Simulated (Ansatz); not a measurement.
**(111) superlattice of 4 and 2 atomic planes of CdS and ZnSe, in-plane a of CdS, 6 atoms**

Aim: a base single point, then the same cell under other settings, to see what each one moves.

Program: Ansatz 0.2.0, PAW, plane waves. These are calculated values, not measurements.

1 further run of the same task is left out (it didn't finish).

## 1. Starting point

6 atoms (2 Cd, 2 S, 1 Zn, 1 Se); a = 4.119 Å, b = 4.119 Å, c = 9.895 Å, α = 90.00°, β = 90.00°, γ = 120.00°. All atoms were shaken off their sites by about 0.04 Å along each axis.

Coordinates:

```xyz
6
Lattice="2.9122 -2.9122 0.0000 0.0000 2.9122 -2.9122 5.7130 5.7130 5.7130" Properties=species:S:1:pos:R:3 pbc="T T T"
Cd    5.7159    5.7458    5.6492
Cd    2.8956    2.9017    0.0521
S     1.4704    1.4519    1.4580
S     4.4275    4.3394    1.4396
Zn    5.7887    2.8662    2.8991
Se    7.1981    4.2824    4.2091
```

## 2. PBEsol on the given atoms

The input, in.yaml:

```yaml
crystal:
  lattice:
    - [2.912246, -2.912246, 0.000000]
    - [0.000000, 2.912246, -2.912246]
    - [5.713006, 5.713006, 5.713006]
  atoms:
    - { symbol: Cd, position: [0.004199, 0.018681, 0.998358] }
    - { symbol: Cd, position: [0.324776, 0.651640, 0.341293] }
    - { symbol: S, position: [0.003541, 0.000714, 0.255578] }
    - { symbol: S, position: [0.352080, 0.673905, 0.595517] }
    - { symbol: Zn, position: [0.665256, 0.326972, 0.674136] }
    - { symbol: Se, position: [0.675846, 0.350510, 0.915438] }
kpoints:
  mp_grid: { grid: [4, 4, 2] }
hamiltonian:
  xc: pbesol
scf:
  occupations: { method: fermi_dirac, width: 0.01 }
output:
  forces: true
  eigenvalues: true
  stress: true
  populations: true
```

Launch:

```bash
ansatz run in.yaml --threads 7 --pin off --max-ram 13300MiB --runs-dir r --events-out ev --progress --plain
```

## 3. Run again with cutoff 300 eV

in.yaml: that of step 2 with these lines changed.

```diff
@@ -14,2 +14,3 @@
   mp_grid: { grid: [4, 4, 2] }
+basis: { ecutwfc: 300 }
 hamiltonian:
@@ -18,2 +19,3 @@
   occupations: { method: fermi_dirac, width: 0.01 }
+  max_iter: 80
 output:
@@ -22,2 +24 @@
   stress: true
-  populations: true
```

## 4. Changed settings: density threshold 0.0001 eV, xc grid 3

in.yaml: that of step 3 with these lines changed.

```diff
@@ -14,3 +14,3 @@
   mp_grid: { grid: [4, 4, 2] }
-basis: { ecutwfc: 300 }
+basis: { xc_grid: 3 }
 hamiltonian:
@@ -19,3 +19,4 @@
   occupations: { method: fermi_dirac, width: 0.01 }
-  max_iter: 80
+  max_iter: 100
+  convergence: { dr2_threshold: 1e-04 }
 output:
```

## 5. Variant: functional PBE

in.yaml: that of step 4 with these lines changed.

```diff
@@ -14,9 +14,7 @@
   mp_grid: { grid: [4, 4, 2] }
-basis: { xc_grid: 3 }
 hamiltonian:
-  xc: pbesol
+  xc: pbe
 scf:
   occupations: { method: fermi_dirac, width: 0.01 }
-  max_iter: 100
-  convergence: { dr2_threshold: 1e-04 }
+  max_iter: 70
 output:
```

## 6. Changed settings: at most 2 cycles

in.yaml: that of step 5 with these lines changed.

```diff
@@ -15,6 +15,6 @@
 hamiltonian:
-  xc: pbe
+  xc: pbesol
 scf:
   occupations: { method: fermi_dirac, width: 0.01 }
-  max_iter: 70
+  max_iter: 2
 output:
```

## 7. Changed settings: occupations Gaussian, starting moment 8 μB

in.yaml: that of step 6 with these lines changed.

```diff
@@ -16,5 +16,8 @@
   xc: pbesol
+magnetization:
+  spin_polarized: true
+  initial_magnetization: 8
 scf:
-  occupations: { method: fermi_dirac, width: 0.01 }
-  max_iter: 2
+  occupations: { method: gaussian, width: 0.01 }
+  max_iter: 70
 output:
```

**Question.** What will these runs give? Wanted: for each run, settings; status; energy from base; forces from base.

**Answer**, as computed:

| settings | status | cycles | time | energy from base (meV/atom) | forces from base (eV/Å rms) | filled to empty level on the mesh (eV) |
| --- | --- | --- | --- | --- | --- | --- |
| base | converged | 8 | 2.1 s (7 CPU threads) | 0 | 0 | 0.95 |
| cutoff 300 eV | converged, settings too loose | 8 | 1.2 s (7 CPU threads) | +68.1 | 0.005 | 0.96 |
| density threshold 0.0001 eV, xc grid 3 | converged, settings too loose | 6 | 1.7 s (7 CPU threads) | 0.0 | 0.000 | 0.95 |
| functional PBE | converged | 7 | 1.5 s (7 CPU threads) | - | 0.022 | 1.08 |
| at most 2 cycles | not converged | - | 1.3 s (7 CPU threads) | - | - | - |
| occupations Gaussian, starting moment 8 μB | converged | 15 | 6 s (7 CPU threads) | 0.0 | 0.000 | 0.95 |

Among these variants the forces move most with functional PBE (0.022 eV/Å rms). 1 of 5 variants gave no result: at most 2 cycles (not converged).
